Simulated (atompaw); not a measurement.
**A PAW (atompaw) potential for Ag, from input to tests**

Do these settings give a usable potential? It is generated, then checked for scattering, ghosts and hardness.

Program: atompaw 4.2.0.5. Reference atom: PBE, scalar-relativistic, spherical and spin-unpolarised. All values are calculated.

## (1) Starting point

The settings as typed:

```
element                 : silver (Ag, Z = 47)
type                    : PAW
frozen core             : [Ar] 3d10 4s2
valence charge          : 17
reference configuration : 4p6 4d10 5s0 5p1
partial waves           : 5s (bound, empty): rc 2.35 bohr; 5s channel at 1.85 Ry: rc 2.35 bohr; 4p (bound): rc 1.85 bohr; 5p (bound): rc 2.35 bohr; 4d (bound): rc 1.55 bohr; 4d channel at 4.45 Ry: rc 2.35 bohr
local potential         : vpsmatchnc scheme with l = 3 at 0 Ry, radius 2.05 bohr
core correction         : smooth core density matched at 1.95 bohr
augmentation charge     : sinc compensation charge, radius 1.75 bohr; PAW radius 2.35 bohr; waves and projectors: custom rrkj gramschmidtortho
```

The outer shells as boxes (Hund's rule for the drawing; the calculation is spin-unpolarised):

```
[Ar] core
3d [↑↓][↑↓][↑↓][↑↓][↑↓]
4s [↑↓]
4p [↑↓][↑↓][↑↓]
4d [↑↓][↑↓][↑↓][↑↓][↑↓]
5s [  ]
5p [↑ ][  ][  ]
```

An earlier all-electron run gives the scale for the radii.

All-electron outer shells of the reference configuration (PBE, scalar-relativistic, ld1.x):

| shell | level (eV) | outermost node (bohr) | outermost maximum (bohr) |
| --- | --- | --- | --- |
| 3d | -360.43 | – | 0.27 |
| 4s | -97.07 | 0.44 | 0.82 |
| 4p | -60.61 | 0.44 | 0.88 |
| 4d | -9.43 | 0.43 | 1.04 |
| 5s | -5.76 | 1.11 | 2.43 |
| 5p | -1.69 | 1.25 | 3.58 |

## (2) The generation run

The input, Ag.input:

```
Ag 47
GGA-PBE scalarrelativistic loggrid 1500 logderivrange -6 5 276
5 5 4 0 0 0
5 0 0
5 1 1
0 0 0
c
c
c
c
v
c
c
v
v
c
v
2
2.35 1.75 2.05 1.95
y
1.85
n
n
y
4.45
n
custom rrkj gramschmidtortho sinc
3 0 vpsmatchnc
2.35
2.35
1.85
2.35
1.55
2.35
PWSCFOUT
UPFDX 0.0125d0 UPFXMIN -7.d0 UPFZMESH 47.d0
END
```

Started as:

```sh
$ atompaw < Ag.input > Ag.log
```

Q: Predict the outcome of this session. Wanted: cutoffs for 10 and 1 mRy, occupied levels; bound ghosts; largest phase difference near zero energy, channels read; lowest eigenvalue of the overlap; share of valence orbitals outside the PAW sphere; UPF file.

**Answer**, as computed:

| quantity | value |
| --- | --- |
| cutoffs for 10 and 1 mRy, occupied levels | 45 Ry and 80 Ry |
| bound ghosts | s at -386.75 eV |
| largest phase difference near zero energy, channels read | 0.054 rad |
| lowest eigenvalue of the overlap (Bessel basis) | 0.227 (s) |
| share of valence orbitals outside the PAW sphere | 5s 69 %, 4p 0 %, 5p 92 %, 4d 9 % |
| UPF file | written |

**Reading.** It has a bound ghost (s), a state that the atom doesn't have, and that rules the file out. The potential is of middling hardness: the looser tolerance needs 45 Ry. The slowest occupied level is 4d: taken alone it needs 45 Ry to come within 1 mRy, against 25 Ry for 4p. Of the channels read, p scatters worst near zero energy, by up to 0.05 rad (at the energies tabulated). All of this concerns the isolated atom, not yet a solid.
